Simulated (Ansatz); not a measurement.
# BClH2OSi: an energy map over angle Cl1–Si2–O4 and angle H6–B3–O4

A grid of calculations on BClH₂OSi, SMILES Cl[SiH]1BO1, to see where the energy is lowest and how it rises around there.

The runs use Ansatz 0.2.0; RKS wB97X-V/def2-SVP.

**1. Starting geometry**

SMILES `Cl[SiH]1BO1`, 6 atoms, charge 0, spin multiplicity 1.

Atoms are counted from 1 here; the program's logs count them from 0.

Bond lengths: Cl1–Si2 2.073 Å, Si2–B3 1.922 Å, Si2–O4 1.813 Å, Si2–H5 1.495 Å, B3–O4 1.345 Å, B3–H6 1.210 Å. Angles: Cl1–Si2–B3 122.9°, Cl1–Si2–O4 111.1°, Cl1–Si2–H5 107.7°, B3–Si2–O4 42.1°, B3–Si2–H5 127.1°, O4–Si2–H5 108.0°, Si2–B3–O4 64.6°, Si2–B3–H6 162.5°, O4–B3–H6 132.9°, Si2–O4–B3 73.3°.

As a file:

```xyz
6
charge 0, multiplicity 1
Cl   -2.2134   -0.7777   -0.9608
Si   -0.4443    0.2394   -0.5939
B     0.5126    0.1062    1.0682
O     0.7912   -0.8496    0.1641
H     0.0946    0.7025   -1.9095
H     0.9004    0.3110    2.1957
```

This geometry comes from a loose relaxation at PBE in a small basis, which is not shown.

**3. The grid**

First coordinate, angle Cl1–Si2–O4: 13 values from 87.5 to 137.5 °. Second coordinate, angle H6–B3–O4: 13 values from 97.0 to 167.0 °.

Nothing else is relaxed (all other coordinates rigid). Energies count from the relaxed molecule at the same level.

(The set-up runs are not shown.)

**4. Grid point angle Cl1–Si2–O4 = 95.8°, angle H6–B3–O4 = 97.0°**

Contents of input.yaml:

```yaml
crystal:
  periodic: [false, false, false]
  atoms:
    - { symbol: Cl, position_ang: [-1.901228, -1.216819, -0.704699] }
    - { symbol: Si, position_ang: [-0.416521, 0.199482, -0.598247] }
    - { symbol: B, position_ang: [0.49944, 0.115809, 1.062646] }
    - { symbol: O, position_ang: [0.7767, -0.850275, 0.165694] }
    - { symbol: H, position_ang: [0.080363, 0.716458, -1.891478] }
    - { symbol: H, position_ang: [1.221225, -0.283886, 1.936189] }
basis:
  gaussian: { orbitals: def2-SVP }
hamiltonian:
  xc: { name: wB97X-V }
output:
  forces: true
```

Command:

```bash
$ ansatz run input.yaml --threads 1 --pin off --max-ram 2560MiB --backend cpu --events-out ev --progress --plain --runs-dir out
```

Further runs follow: the other points that were computed.

Q: Predict the outcome of this session. Wanted: lowest point; highest computed point; dipole moment.

The runs gave:

| quantity | value |
| --- | --- |
| lowest point | angle Cl1–Si2–O4 = 112.5°, angle H6–B3–O4 = 132.0°, 0.00 eV |
| highest computed point | angle Cl1–Si2–O4 = 87.5°, angle H6–B3–O4 = 97.0°, 1.47 eV above the lowest |
| dipole moment (D) | 0.55 at angle Cl1–Si2–O4 = 137.5°, angle H6–B3–O4 = 126.1° to 2.49 at angle Cl1–Si2–O4 = 87.5°, angle H6–B3–O4 = 97.0°; 1.44 at the lowest point |
| time for the whole task | 46 min on 1 thread, shared host |

The lowest computed point is at angle Cl1–Si2–O4 = 112.5°, angle H6–B3–O4 = 132.0°, 0.00 eV from the relaxed molecule at the same level. No other kind of well shows on this grid. The highest computed point, angle Cl1–Si2–O4 = 87.5°, angle H6–B3–O4 = 97.0°, lies 1.47 eV above the lowest. Round the minimum the two coordinates are nearly uncoupled.
